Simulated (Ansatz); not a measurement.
# CH2AlNO: rigid scan of one bond length from a Python script

How does the energy of CH2AlNO change as one bond is stretched? The task is a rigid scan of one bond length, for CH2AlNO.

Computed with Ansatz 0.2.0, driven from Python. Level of theory: B3LYP/def2-SVP.

## (1) The structure

Bond lengths: O1–C2 1.287 Å, C2–N3 1.296 Å, N3–Al4 1.865 Å, Al4–H5 1.641 Å, Al4–H6 1.604 Å. Angles: O1–C2–N3 178.3°, C2–N3–Al4 118.9°, N3–Al4–H5 118.6°, N3–Al4–H6 122.7°, H5–Al4–H6 118.2°.

The script holds or builds the structure itself.

## (2) Script

scan_ch2alno.py reads:

```python
import ansatz as az
import matplotlib.pyplot as plt
import numpy as np

BASIS = "def2-SVP"
FUNCTIONAL = "b3lyp"

GEOMETRY = """
O     1.63340   -1.61150    1.53830
C     0.95080   -1.22790    0.51700
N     0.27510   -0.87330   -0.53090
Al   -0.61320    0.76630   -0.51990
H    -1.49830    1.18800   -1.83630
H    -0.70580    1.69430    0.78570
"""

mol = az.Crystal.molecule()
for line in GEOMETRY.strip().splitlines():
    symbol, *xyz = line.split()
    mol = mol.atom(symbol, [float(v) for v in xyz])

symbols = [site.symbol for site in mol.cartesian_sites]
start = np.array([site.position_ang for site in mol.cartesian_sites])
axis = (start[1] - start[2]) / np.linalg.norm(start[1] - start[2])
moving = [0, 1]
lengths, energies = [1.141, 1.193, 1.244, 1.296, 1.348, 1.4, 1.452, 1.53], []
for length in lengths:
    xyz = start.copy()
    xyz[moving] += (length - np.linalg.norm(start[1] - start[2])) * axis
    point = az.Crystal.molecule()
    for symbol, place in zip(symbols, xyz):
        point = point.atom(symbol, place.tolist())
    calculation = point.calculation().basis(gaussian=BASIS).functional(FUNCTIONAL).accuracy("medium")
    r = calculation.run(threads=1).report
    energies.append(r["free_energy_ev"])
    print(f"r = {length:6.3f} A  E = {energies[-1]:.5f} eV  <S^2> = {abs(r['mean_field']['state']['spin_squared']):.3f}")

fit = np.polynomial.Polynomial.fit(lengths, np.array(energies) - min(energies), 4).convert()
roots = [r.real for r in fit.deriv().roots() if abs(r.imag) < 1e-9 and fit.deriv(2)(r.real) > 0]
r_e = min(roots, key=lambda r: abs(r - lengths[int(np.argmin(energies))]))
print(f"minimum of the fit at {r_e:.4f} A, force constant {fit.deriv(2)(r_e):.2f} eV/A^2")
plt.figure(figsize=(4.5, 3))
plt.plot(lengths, np.array(energies) - min(energies), "o-")
plt.xlabel("bond length (A)")
plt.ylabel("E - E(min) (eV)")
plt.tight_layout()
plt.savefig("scan.png", dpi=100)
```

## (3) The input behind the calls

The engine receives this input (first run):

```yaml
crystal:
  periodic: [false, false, false]
  atoms:
    - { symbol: O, position_ang: [1.552447251642571, -1.5690168794323747, 1.4127555497946576] }
    - { symbol: C, position_ang: [0.8698472516425709, -1.1854168794323747, 0.39145554979465746] }
    - { symbol: "N", position_ang: [0.2751, -0.8733, -0.5309] }
    - { symbol: Al, position_ang: [-0.6132, 0.7663, -0.5199] }
    - { symbol: H, position_ang: [-1.4983, 1.188, -1.8363] }
    - { symbol: H, position_ang: [-0.7058, 1.6943, 0.7857] }
accuracy: medium
basis:
  gaussian:
    orbitals: def2-SVP
hamiltonian:
  xc: b3lyp
```

## (4) The run

On the command line:

```bash
$ python scan_ch2alno.py
```

Without the output at hand: what should come out? Wanted: range of energy; lowest point, distance.

As calculated:

```
                        quantity     value
bond length at the fit's minimum  1.2143 Å
                   runs compared         8
                 range of energy  2.334 eV
      lowest point, distance (Å)      1.19
```

In words: The curve has its lowest point inside the range, at 1.19. The ends stand 0.261 and 2.33 eV above it. The distance scanned is the script's pair 2, 1. Notes:
- The rest of the molecule is held rigid at a force-field or estimated start geometry, and the basis set is modest; single-reference methods fail as a bond breaks.
- b3lyp holds the VWN-RPA fit, as in Gaussian; the form of ORCA and Turbomole is b3lyp5.
- The orbitals are restricted, so S² is zero by construction.
- Toward dissociation an unrestricted state lies under the restricted one, by 1 to 2 eV or more.
